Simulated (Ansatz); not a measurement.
# C₂H₈B₂O: a ladder of functionals and wavefunction methods

How much do the methods differ for C₂H₈B₂O? The plan is to run it at one geometry with functionals of several rungs and with coupled cluster, and see how far each lands from CCSD(T) at the basis-set limit for the atomisation energy.

Computed with Ansatz 0.2.0, Gaussian basis. Level: functionals in def2-TZVPP, the program's frozen cores in correlated methods.

The runs, in order: PBE-D4, r2SCAN-D4, PBE0-D4, B3LYP-D4, ωB97X-V, ωB97M-V, B2PLYP; CCSD(T)/def2-TZVPP; MP2/def2-QZVPP; extrapolation to the limit.

### 1 Structure used throughout

The geometry comes from an earlier relaxation with PBE0-D4 in a triple-zeta def2 set; it is a stationary point, not always the lowest conformer.

SMILES `CBCBO`, 13 atoms, charge 0, spin multiplicity 1.

Atoms are counted from 1 here; the program's logs count them from 0.

Bond lengths: C1–B2 1.559 Å, C1–H6 1.092 Å, C1–H7 1.100 Å, C1–H8 1.095 Å, B2–C3 1.555 Å, B2–H9 1.203 Å, C3–B4 1.573 Å, C3–H10 1.098 Å, C3–H11 1.095 Å, B4–O5 1.355 Å, B4–H12 1.198 Å, O5–H13 0.962 Å. Angles: B2–C1–H6 115.4°, B2–C1–H7 107.0°, B2–C1–H8 112.2°, H6–C1–H7 107.4°, H6–C1–H8 109.4°, H7–C1–H8 104.7°, C1–B2–C3 123.5°, C1–B2–H9 118.2°, C3–B2–H9 118.2°, B2–C3–B4 107.9°, B2–C3–H10 108.4°, B2–C3–H11 113.2°, B4–C3–H10 104.6°, B4–C3–H11 111.9°, H10–C3–H11 110.4°, C3–B4–O5 123.0°, C3–B4–H12 121.6°, O5–B4–H12 115.4° and more.

Coordinates:

```xyz
13
C2H8B2O
C    -1.8424   -0.1101   -0.5615
B    -0.4089   -0.7212   -0.5322
C     0.5888   -0.5164    0.6428
B     1.7166    0.4640    0.1532
O     1.8163    1.7455    0.5809
H    -2.0592    0.6136    0.2274
H    -2.5503   -0.9441   -0.4459
H    -2.0856    0.3280   -1.5346
H    -0.0513   -1.3781   -1.4739
H     1.1086   -1.4663    0.8265
H     0.1073   -0.1609    1.5601
H     2.5408    0.1241   -0.6477
H     1.1396    1.9870    1.2199
```

### 2 PBE-D4 (GGA)

in.yaml

```yaml
crystal:
  periodic: [false, false, false]
  atoms:
    - {symbol: C, position_ang: [-1.842440, -0.110058, -0.561517]}
    - {symbol: B, position_ang: [-0.408871, -0.721210, -0.532219]}
    - {symbol: C, position_ang: [0.588820, -0.516356, 0.642842]}
    - {symbol: B, position_ang: [1.716624, 0.464006, 0.153158]}
    - {symbol: O, position_ang: [1.816257, 1.745465, 0.580856]}
    - {symbol: H, position_ang: [-2.059194, 0.613638, 0.227440]}
    - {symbol: H, position_ang: [-2.550268, -0.944118, -0.445929]}
    - {symbol: H, position_ang: [-2.085574, 0.328000, -1.534619]}
    - {symbol: H, position_ang: [-0.051330, -1.378075, -1.473935]}
    - {symbol: H, position_ang: [1.108650, -1.466257, 0.826495]}
    - {symbol: H, position_ang: [0.107348, -0.160857, 1.560096]}
    - {symbol: H, position_ang: [2.540762, 0.124053, -0.647665]}
    - {symbol: H, position_ang: [1.139617, 1.986966, 1.219898]}
basis:
  gaussian: {orbitals: def2-TZVPP}
hamiltonian: {xc: pbe, dispersion: d4}
output: {forces: true, orbitals: {seedname: orbitals}}
```

Run with:

```sh
$ ansatz run in.yaml --threads 4 --pin off --events-out ev --progress --plain --max-ram 10444MiB
```

Further steps of the session: r2SCAN-D4 (meta-GGA); PBE0-D4 (hybrid); B3LYP-D4 (hybrid); ωB97X-V (range-separated); ωB97M-V (range-separated); B2PLYP (double hybrid); CCSD(T) in def2-TZVPP; MP2 in def2-QZVPP.

**Question.** What will the summary of the whole plan be? Wanted: atomisation energy, CCSD(T)/CBS; farthest; mean size of error, hybrid; mean size of error, range-separated; gap, smallest and largest; T1 diagnostic; triples share of the correlation energy.

**Answer**, as computed:

```
                               quantity                                 value
        atomisation energy, CCSD(T)/CBS                       1219.2 kcal/mol
functionals within 6.1 kcal/mol (0.5 %)                       ωB97X-V, B2PLYP
                               farthest               PBE-D4 (+25.1 kcal/mol)
             mean size of error, hybrid                          8.9 kcal/mol
    mean size of error, range-separated                          7.4 kcal/mol
              gap, smallest and largest  5.06 eV (PBE-D4), 12.05 eV (ωB97X-V)
                          T1 diagnostic                                0.0123
triples share of the correlation energy                                 3.6 %
```

**Reading.** PBE-D4 is off by +25.1 kcal/mol. Double hybrids carry the basis error of their MP2 part in triple zeta, and no dispersion term here, so their miss is partly the set-up's. The reference freezes the cores and leaves out relativity and excitations past (T), so misses under about 6.1 kcal/mol can't be ranked. Hartree-Fock recovers 77 % of the binding; the rest is correlation. Orbital gaps span 5.1 to 12.0 eV; exact exchange widens them.
